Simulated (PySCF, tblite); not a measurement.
# C₅H₁₅NSi₂: geometry, infrared bands and NMR shifts

Aim: predict the infrared bands and NMR shifts of C₅H₁₅NSi₂ (`CC/C=C/[SiH2]N[SiH2]C`).

Computed with tblite 0.8.0 and PySCF 2.14.0, with density-fitted response routines of our own, on a single molecule in the gas phase. Atoms count from 0, in the outputs and in this text.

## 1. Starting geometry

23 atoms, charge 0, multiplicity 1; geometry from: force field or distance geometry start.

Bonds of the start (Å): C0–C1 1.53, C1–C2 1.49, C2–C3 1.33, C3–Si4 1.85, Si4–N5 1.78, N5–Si6 1.78, Si6–C7 1.88, C0–H8 1.12, C0–H9 1.08, C0–H10 1.11, C1–H11 1.10, C1–H12 1.13, C2–H13 1.09, C3–H14 1.10, Si4–H15 1.47, Si4–H16 1.49, N5–H17 1.04, Si6–H18 1.45, Si6–H19 1.47, C7–H20 1.11, C7–H21 1.12, C7–H22 1.09.

## 2. Relaxing the molecule with GFN2-xTB

What the job is given:

```
{"job": {"kind": "relax", "xc": "GFN2-xTB", "basis": "xTB"}, "charge": 0, "multiplicity": 1}
C      3.881300     1.062200    -0.833700
C      3.106900     0.931600     0.481100
C      2.160400    -0.200900     0.292500
C      0.869400     0.074100     0.411800
Si    -0.331600    -1.312300     0.182000
N     -1.878800    -0.760300     0.854400
Si    -3.271300    -1.122900    -0.186800
C     -4.013700     0.530900    -0.686600
H      3.186900     0.668000    -1.616400
H      4.746800     0.413400    -0.801700
H      4.107000     2.129900    -1.053900
H      3.768600     0.810900     1.352000
H      2.534600     1.899400     0.578500
H      2.510800    -1.198200     0.039600
H      0.511800     1.078100     0.669800
H     -0.492400    -1.644600    -1.239000
H      0.197000    -2.513600     0.877000
H     -1.815200     0.271900     0.967900
H     -2.972100    -1.966700    -1.325400
H     -4.297800    -1.769200     0.651300
H     -5.076800     0.405300    -0.992900
H     -4.017300     1.208800     0.205800
H     -3.419200     1.031300    -1.458000
```

The run is started by

```sh
OMP_NUM_THREADS=1 python probes_run.py task.json out
```

The driver reads the jobs from task.json and runs them one after another.

**Question.** This job is followed by: GFN2-xTB harmonic vibrations, gas phase; GIAO PBE0/pcSseg-1 NMR shielding, non-relativistic, gas phase. Predict these results of the whole session: strongest single infrared mode (GFN2-xTB); zero-point energy (GFN2-xTB); 13C shifts against TMS (PBE0/pcSseg-1); 1H shifts against TMS (PBE0/pcSseg-1, means over atoms taken as alike); 29Si shifts against TMS (PBE0/pcSseg-1); 15N shifts against NH3 (PBE0/pcSseg-1); surface potential, 1st and 99th percentile.

The runs gave:

| quantity | value |
| --- | --- |
| strongest single infrared mode (GFN2-xTB) | 2194 cm⁻¹, 811 km/mol |
| zero-point energy (GFN2-xTB) | 114.1 kcal/mol |
| 13C shifts against TMS (PBE0/pcSseg-1) | 162.9, 129.5, 37.4, 16.6, -4.1 ppm |
| 1H shifts against TMS (PBE0/pcSseg-1, means over atoms taken as alike) | 6.36, 5.69, 5.16, 4.94, 2.24, 1.10, 0.25, -0.63 ppm |
| 29Si shifts against TMS (PBE0/pcSseg-1) | -34.4, -42.4 ppm |
| 15N shifts against NH3 (PBE0/pcSseg-1) | 4.5 ppm |
| surface potential, 1st and 99th percentile | -0.61 V and 1.39 V |

What this shows: The optimisation took 164 steps and gained 0.819 eV; among the close pairs (by a distance rule), N5–Si6 changed most, from 1.776 to 1.728 Å. The lowest mode is slightly imaginary (15i cm⁻¹), a soft motion within the noise of the Hessian, so the minimum is not strictly shown. The strongest single mode, at 2194 cm⁻¹, moves mainly H19. GFN2-xTB is a fitted tight-binding method: band positions and strengths are rough. Its intensities can rank the bands wrongly. At PBE0/pcSseg-1: The widest tensor belongs to C2: span 257 ppm, with a paramagnetic part of -235 ppm.
